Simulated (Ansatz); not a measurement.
# F₂H₂NSi radical (SMILES [NH][SiH](F)F): a rigid scan of the bond length Si2–H6

Aim: the energy along the bond length Si2–H6, from CCSD(T) and from cheaper methods, relative to the minimum. No other atom is relaxed.

Computed with Ansatz 0.2.0, Gaussian basis. Level: single points in def2-TZVPP.

Levels: PBE-D4, r2SCAN-D4, PBE0-D4, B3LYP-D4, wB97M-V, Hartree-Fock, MP2, CCSD, CCSD(T). The scan takes 1.208, 1.270, 1.361, 1.467, 1.584, 1.711, 1.846, 1.987 Å.

Cores are frozen in the correlated methods. Orbitals are unrestricted. B3LYP uses VWN-RPA correlation.

20 further runs of the same task are left out: 20 set aside as unsound or not needed.

**1. The starting structure**

The minimum, relaxed at PBE0-D4: SMILES `[NH][SiH](F)F`, 6 atoms, charge 0, spin multiplicity 2.

Atoms are counted from 1 here; the program's logs count them from 0.

Bond lengths: N1–Si2 1.728 Å, N1–H5 1.021 Å, Si2–F3 1.580 Å, Si2–F4 1.587 Å, Si2–H6 1.473 Å. Angles: Si2–N1–H5 116.5°, N1–Si2–F3 107.9°, N1–Si2–F4 114.0°, N1–Si2–H6 109.2°, F3–Si2–F4 106.4°, F3–Si2–H6 109.9°, F4–Si2–H6 109.3°.

Geometry (Å):

```xyz
6

N    -0.02536    1.00171   -0.90375
Si    0.18804   -0.24493    0.27303
F     1.57866   -0.94145   -0.00465
F    -0.90864   -1.39018    0.20741
H    -0.97779    1.15666   -1.23652
H     0.18719    0.35409    1.61829
```

Energies of the minimum (eV), from earlier single points: PBE-D4 -14828.56850, r2SCAN-D4 -14836.04800, PBE0-D4 -14829.44652, B3LYP-D4 -14840.42162, wB97M-V -14837.33065, CCSD(T) -14816.65251.

At the minimum the bond length Si2–H6 is 1.473 Å.

**2. Si2–H6 = 1.208 Å**

Contents of ccsdt-tzvpp/in.yaml:

```yaml
crystal:
  periodic: [false, false, false]
  atoms:
    - {symbol: N, position_ang: [-0.025363, 1.001706, -0.903745]}
    - {symbol: Si, position_ang: [0.188042, -0.244928, 0.273027]}
    - {symbol: F, position_ang: [1.578663, -0.941446, -0.004651]}
    - {symbol: F, position_ang: [-0.908640, -1.390178, 0.207406]}
    - {symbol: H, position_ang: [-0.977794, 1.156659, -1.236522]}
    - {symbol: H, position_ang: [0.187346, 0.246456, 1.376569]}
basis:
  gaussian: {orbitals: def2-TZVPP}
magnetization: {spin_polarized: true, initial_magnetization: 1}
correlation: {method: ccsd_t}
scf: {omitted_lower_state_checks: [cluster_reference]}
```

No record of the launch command was kept for these runs.

Standard output (excerpt; [...] marks lines left out):

```text
Functional definition: HF
  name "HF"
  cite "Fock, Z. Phys. 61, 126 (1930) doi:10.1007/BF01340294"
  parent pbe
[...]
1007 factors; integrals over basis functions are off by at most 9.4e-4 eV
[...]
mean field -14793.21645015 eV, -543.6406773408 hartree, gradient 2.1e-6 eV, S^2 0.758212; 3 other end points of the search recorded, 0 dependent functions left out
8 core orbitals not correlated: weight in the atoms' cores, before any rotation towards them, 1.000 or more for the frozen orbitals, at most 0.000 for the correlated occupied ones
reference -14793.21645015 eV, -543.6406773408 hartree; 13, 12 occupied and 142, 143 virtual orbitals, 1007 factors
second order -21.24318542 eV of doubles, -0.00000000 eV of singles
cycle   1  -21.32816390 eV  change   -8.5e-2 eV  update   8.9e-2
[...]
cycle  11  -21.83733274 eV  change   -6.5e-6 eV  update   3.1e-5
perturbative correction -0.63823061 eV, -0.0234545425 hartree
Total energy: -14815.69201350 eV, -544.4666390595 hartree
Checks for a lower state left out: cluster_reference
```

Run time: 2.2 min. Hardware: 4 threads, shared host; peak memory 3.3 GiB.

The other levels were run on the same coordinates; their logs were not kept, and their results stand in the tables.

**3. Si2–H6 = 1.270 Å**

ccsdt-tzvpp/in.yaml: that of step 2 with these lines changed.

```diff
@@ -8,3 +8,3 @@
     - {symbol: H, position_ang: [-0.977794, 1.156659, -1.236522]}
-    - {symbol: H, position_ang: [0.187346, 0.246456, 1.376569]}
+    - {symbol: H, position_ang: [0.187310, 0.271676, 1.433208]}
 basis:
```

Standard output (excerpt; [...] marks lines left out):

```text
Functional definition: HF
  name "HF"
  cite "Fock, Z. Phys. 61, 126 (1930) doi:10.1007/BF01340294"
  parent pbe
[...]
1007 factors; integrals over basis functions are off by at most 9.4e-4 eV
[...]
mean field -14793.67961941 eV, -543.6576984970 hartree, gradient 3.0e-6 eV, S^2 0.758236; 3 other end points of the search recorded, 0 dependent functions left out
8 core orbitals not correlated: weight in the atoms' cores, before any rotation towards them, 1.000 or more for the frozen orbitals, at most 0.000 for the correlated occupied ones
reference -14793.67961941 eV, -543.6576984970 hartree; 13, 12 occupied and 142, 143 virtual orbitals, 1007 factors
second order -21.24104118 eV of doubles, -0.00000000 eV of singles
cycle   1  -21.32422182 eV  change   -8.3e-2 eV  update   8.9e-2
[...]
cycle  13  -21.83538970 eV  change    3.2e-6 eV  update   2.8e-5
perturbative correction -0.63963271 eV, -0.0235060685 hartree
Total energy: -14816.15464182 eV, -544.4836403364 hartree
Checks for a lower state left out: cluster_reference
```

It took 2.4 min on 4 threads, shared host; peak memory 3.3 GiB.

**4. Si2–H6 = 1.361 Å**

ccsdt-tzvpp/in.yaml: that of step 3 with these lines changed.

```diff
@@ -8,3 +8,3 @@
     - {symbol: H, position_ang: [-0.977794, 1.156659, -1.236522]}
-    - {symbol: H, position_ang: [0.187310, 0.271676, 1.433208]}
+    - {symbol: H, position_ang: [0.187258, 0.308693, 1.516339]}
 basis:
```

Standard output (excerpt; [...] marks lines left out):

```text
Functional definition: HF
  name "HF"
  cite "Fock, Z. Phys. 61, 126 (1930) doi:10.1007/BF01340294"
  parent pbe
[...]
1005 factors; integrals over basis functions are off by at most 9.5e-4 eV
[...]
mean field -14794.05114481 eV, -543.6713518039 hartree, gradient 2.2e-6 eV, S^2 0.758274; 4 other end points of the search recorded, 0 dependent functions left out
8 core orbitals not correlated: weight in the atoms' cores, before any rotation towards them, 1.000 or more for the frozen orbitals, at most 0.000 for the correlated occupied ones
reference -14794.05114481 eV, -543.6713518039 hartree; 13, 12 occupied and 142, 143 virtual orbitals, 1005 factors
second order -21.24170536 eV of doubles, -0.00000000 eV of singles
cycle   1  -21.32254106 eV  change   -8.1e-2 eV  update   9.0e-2
[...]
cycle  14  -21.83767961 eV  change   -1.5e-5 eV  update   2.5e-5
perturbative correction -0.64220099 eV, -0.0236004512 hartree
Total energy: -14816.53102541 eV, -544.4974721785 hartree
Checks for a lower state left out: cluster_reference
```

Wall time 2.5 min (4 threads, shared host); peak memory 3.3 GiB.

**5. Si2–H6 = 1.467 Å**

ccsdt-tzvpp/in.yaml: that of step 4 with these lines changed.

```diff
@@ -8,3 +8,3 @@
     - {symbol: H, position_ang: [-0.977794, 1.156659, -1.236522]}
-    - {symbol: H, position_ang: [0.187258, 0.308693, 1.516339]}
+    - {symbol: H, position_ang: [0.187197, 0.351811, 1.613173]}
 basis:
```

Standard output (excerpt; [...] marks lines left out):

```text
Functional definition: HF
  name "HF"
  cite "Fock, Z. Phys. 61, 126 (1930) doi:10.1007/BF01340294"
  parent pbe
[...]
1007 factors; integrals over basis functions are off by at most 9.5e-4 eV
[...]
mean field -14794.15916865 eV, -543.6753216065 hartree, gradient 1.2e-6 eV, S^2 0.758329; 3 other end points of the search recorded, 0 dependent functions left out
8 core orbitals not correlated: weight in the atoms' cores, before any rotation towards them, 1.000 or more for the frozen orbitals, at most 0.000 for the correlated occupied ones
reference -14794.15916865 eV, -543.6753216065 hartree; 13, 12 occupied and 142, 143 virtual orbitals, 1007 factors
second order -21.24798251 eV of doubles, -0.00000000 eV of singles
cycle   1  -21.32653529 eV  change   -7.9e-2 eV  update   9.0e-2
[...]
cycle  14  -21.84796063 eV  change   -1.9e-5 eV  update   3.1e-5
perturbative correction -0.64595819 eV, -0.0237385257 hartree
Total energy: -14816.65308747 eV, -544.5019578762 hartree
Checks for a lower state left out: cluster_reference
```

Wall time 2.5 min (4 threads, shared host); peak memory 3.3 GiB.

**6. Si2–H6 = 1.584 Å**

ccsdt-tzvpp/in.yaml: that of step 5 with these lines changed.

```diff
@@ -8,3 +8,3 @@
     - {symbol: H, position_ang: [-0.977794, 1.156659, -1.236522]}
-    - {symbol: H, position_ang: [0.187197, 0.351811, 1.613173]}
+    - {symbol: H, position_ang: [0.187129, 0.399403, 1.720056]}
 basis:
```

Standard output (excerpt; [...] marks lines left out):

```text
Functional definition: HF
  name "HF"
  cite "Fock, Z. Phys. 61, 126 (1930) doi:10.1007/BF01340294"
  parent pbe
[...]
1007 factors; integrals over basis functions are off by at most 9.8e-4 eV
[...]
mean field -14794.01614735 eV, -543.6700656710 hartree, gradient 1.2e-6 eV, S^2 0.758415; 4 other end points of the search recorded, 0 dependent functions left out
8 core orbitals not correlated: weight in the atoms' cores, before any rotation towards them, 1.000 or more for the frozen orbitals, at most 0.000 for the correlated occupied ones
reference -14794.01614735 eV, -543.6700656710 hartree; 13, 12 occupied and 142, 143 virtual orbitals, 1007 factors
second order -21.26125345 eV of doubles, -0.00000000 eV of singles
cycle   1  -21.33785526 eV  change   -7.7e-2 eV  update   9.2e-2
[...]
cycle  15  -21.86853676 eV  change    1.5e-5 eV  update   1.9e-5
perturbative correction -0.65111495 eV, -0.0239280333 hartree
Total energy: -14816.53579907 eV, -544.4976476073 hartree
Checks for a lower state left out: cluster_reference
```

Run time: 2.6 min. Hardware: 4 threads, shared host; peak memory 3.3 GiB.

**7. Si2–H6 = 1.711 Å**

ccsdt-tzvpp/in.yaml: that of step 6 with these lines changed.

```diff
@@ -8,3 +8,3 @@
     - {symbol: H, position_ang: [-0.977794, 1.156659, -1.236522]}
-    - {symbol: H, position_ang: [0.187129, 0.399403, 1.720056]}
+    - {symbol: H, position_ang: [0.187056, 0.451064, 1.836074]}
 basis:
```

Standard output (excerpt; [...] marks lines left out):

```text
Functional definition: HF
  name "HF"
  cite "Fock, Z. Phys. 61, 126 (1930) doi:10.1007/BF01340294"
  parent pbe
[...]
1009 factors; integrals over basis functions are off by at most 1.0e-3 eV
[...]
mean field -14793.67319017 eV, -543.6574622269 hartree, gradient 3.0e-6 eV, S^2 0.758592; 4 other end points of the search recorded, 0 dependent functions left out
8 core orbitals not correlated: weight in the atoms' cores, before any rotation towards them, 1.000 or more for the frozen orbitals, at most 0.000 for the correlated occupied ones
reference -14793.67319017 eV, -543.6574622269 hartree; 13, 12 occupied and 142, 143 virtual orbitals, 1009 factors
second order -21.28241765 eV of doubles, -0.00000000 eV of singles
cycle   1  -21.35757662 eV  change   -7.5e-2 eV  update   9.3e-2
[...]
cycle  16  -21.90151399 eV  change    1.8e-5 eV  update   1.2e-5
perturbative correction -0.65805518 eV, -0.0241830820 hartree
Total energy: -14816.23275934 eV, -544.4865111025 hartree
Checks for a lower state left out: cluster_reference
```

Run time: 2.6 min. Hardware: 4 threads, shared host; peak memory 3.3 GiB.

**8. Si2–H6 = 1.846 Å**

ccsdt-tzvpp/in.yaml: that of step 7 with these lines changed.

```diff
@@ -8,3 +8,3 @@
     - {symbol: H, position_ang: [-0.977794, 1.156659, -1.236522]}
-    - {symbol: H, position_ang: [0.187056, 0.451064, 1.836074]}
+    - {symbol: H, position_ang: [0.186978, 0.505978, 1.959400]}
 basis:
```

Standard output (excerpt; [...] marks lines left out):

```text
Functional definition: HF
  name "HF"
  cite "Fock, Z. Phys. 61, 126 (1930) doi:10.1007/BF01340294"
  parent pbe
[...]
1010 factors; integrals over basis functions are off by at most 1.1e-3 eV
[...]
mean field -14793.19108100 eV, -543.6397450416 hartree, gradient 2.3e-6 eV, S^2 0.759155; 4 other end points of the search recorded, 0 dependent functions left out
8 core orbitals not correlated: weight in the atoms' cores, before any rotation towards them, 1.000 or more for the frozen orbitals, at most 0.000 for the correlated occupied ones
reference -14793.19108100 eV, -543.6397450416 hartree; 13, 12 occupied and 142, 143 virtual orbitals, 1010 factors
second order -21.31177050 eV of doubles, -0.00000000 eV of singles
cycle   1  -21.38621051 eV  change   -7.4e-2 eV  update   9.5e-2
[...]
cycle  16  -21.94872737 eV  change    2.3e-5 eV  update   1.4e-5
perturbative correction -0.66725399 eV, -0.0245211318 hartree
Total energy: -14815.80706236 eV, -544.4708670269 hartree
Checks for a lower state left out: cluster_reference
```

Run time: 2.6 min. Hardware: 4 threads, shared host; peak memory 3.3 GiB.

**9. Si2–H6 = 1.987 Å**

ccsdt-tzvpp/in.yaml: that of step 8 with these lines changed.

```diff
@@ -8,3 +8,3 @@
     - {symbol: H, position_ang: [-0.977794, 1.156659, -1.236522]}
-    - {symbol: H, position_ang: [0.186978, 0.505978, 1.959400]}
+    - {symbol: H, position_ang: [0.186897, 0.563334, 2.088207]}
 basis:
```

Standard output (excerpt; [...] marks lines left out):

```text
Functional definition: HF
  name "HF"
  cite "Fock, Z. Phys. 61, 126 (1930) doi:10.1007/BF01340294"
  parent pbe
[...]
1009 factors; integrals over basis functions are off by at most 1.1e-3 eV
[...]
mean field -14792.62879364 eV, -543.6190813623 hartree, gradient 2.7e-6 eV, S^2 0.762641; 4 other end points of the search recorded, 0 dependent functions left out
8 core orbitals not correlated: weight in the atoms' cores, before any rotation towards them, 1.000 or more for the frozen orbitals, at most 0.000 for the correlated occupied ones
reference -14792.62879364 eV, -543.6190813623 hartree; 13, 12 occupied and 142, 143 virtual orbitals, 1009 factors
second order -21.34710083 eV of doubles, -0.00000000 eV of singles
cycle   1  -21.42163538 eV  change   -7.5e-2 eV  update   9.8e-2
[...]
cycle  17  -22.01128363 eV  change   -3.0e-6 eV  update   8.0e-6
perturbative correction -0.67934542 eV, -0.0249654839 hartree
Total energy: -14815.31942269 eV, -544.4529465996 hartree
Checks for a lower state left out: cluster_reference
```

It took 2.7 min on 4 threads, shared host; peak memory 3.3 GiB.

**10. All points together**

Energies less that of the minimum at the same level (kJ/mol):

| bond length (Å) | PBE-D4 | r2SCAN-D4 | PBE0-D4 | B3LYP-D4 | wB97M-V | Hartree-Fock | MP2 | CCSD | CCSD(T) |
| --- | --- | --- | --- | --- | --- | --- | --- | --- | --- |
| 1.208 | 100.3 | 95.1 | 95.8 | 92.5 | 90.8 | 90.8 | 91.3 | 91.9 | 92.7 |
| 1.270 | 54.4 | 50.1 | 50.6 | 48.3 | 46.8 | 46.1 | 46.8 | 47.4 | 48.0 |
| 1.361 | 15.5 | 13.0 | 13.2 | 12.1 | 11.2 | 10.3 | 10.9 | 11.3 | 11.7 |
| 1.467 | 0.2 | 0.0 | 0.0 | 0.0 | -0.1 | -0.2 | -0.1 | -0.1 | -0.1 |
| 1.473 (minimum) | 0.0 | 0.0 | 0.0 | 0.0 | 0.0 | 0.0 | 0.0 | 0.0 | 0.0 |
| 1.584 | 6.9 | 9.7 | 9.7 | 10.3 | 11.6 | 13.6 | 12.4 | 11.7 | 11.3 |
| 1.711 | 30.9 | 37.0 | 37.3 | 38.0 | 41.3 | 46.7 | 43.5 | 41.6 | 40.5 |
| 1.846 | 65.9 | 76.0 | 76.8 | 76.8 | 83.1 | 93.3 | 87.1 | 83.6 | 81.6 |
| 1.987 | 107.2 | 121.4 | 123.2 | 122.3 | 131.5 | 147.5 | 138.0 | 131.8 | 128.6 |

What each level costs and misses (shared host):

| method | RMS deviation from CCSD(T) (kJ/mol) | mean time a point |
| --- | --- | --- |
| PBE-D4 | 10.8 | 3.9 s |
| r2SCAN-D4 | 3.7 | 8.3 s |
| PBE0-D4 | 3.2 | 4.7 s |
| B3LYP-D4 | 3.0 | 5 s |
| wB97M-V | 1.4 | 26 s |
| Hartree-Fock | 8.3 | part of the CCSD(T) run |
| MP2 | 4.1 | part of the CCSD(T) run |
| CCSD | 1.5 | part of the CCSD(T) run |
| CCSD(T) | 0 | 2.5 min |

For cost: wB97M-V comes within 1.4 kJ/mol at 26 s a point, where CCSD(T) needs 2.5 min.

**11. Results**

| quantity | value |
| --- | --- |
| highest point, CCSD(T) | 128.6 kJ/mol at 1.987 Å |
| lowest point, CCSD(T) | -0.1 kJ/mol at 1.467 Å |
| minimum along the scan, CCSD(T) | 1.464 Å |
| curvature there | 19.4 eV/Å² |
| RMS deviation from CCSD(T) | PBE-D4 10.8, r2SCAN-D4 3.7, PBE0-D4 3.2, B3LYP-D4 3.0, wB97M-V 1.4, Hartree-Fock 8.3, MP2 4.1, CCSD 1.5 kJ/mol |
| largest T1 diagnostic | 0.014 |

In words: A polynomial through the near points puts the CCSD(T) minimum 0.009 Å below the PBE0-D4 value. The third derivative is negative, the usual anharmonicity of a bond. Curvature against CCSD(T): PBE-D4 -12 %, Hartree-Fock +8 %. wB97M-V follows the CCSD(T) curve best and PBE-D4 worst. 1 further points are left out, because the reference changes its state there.
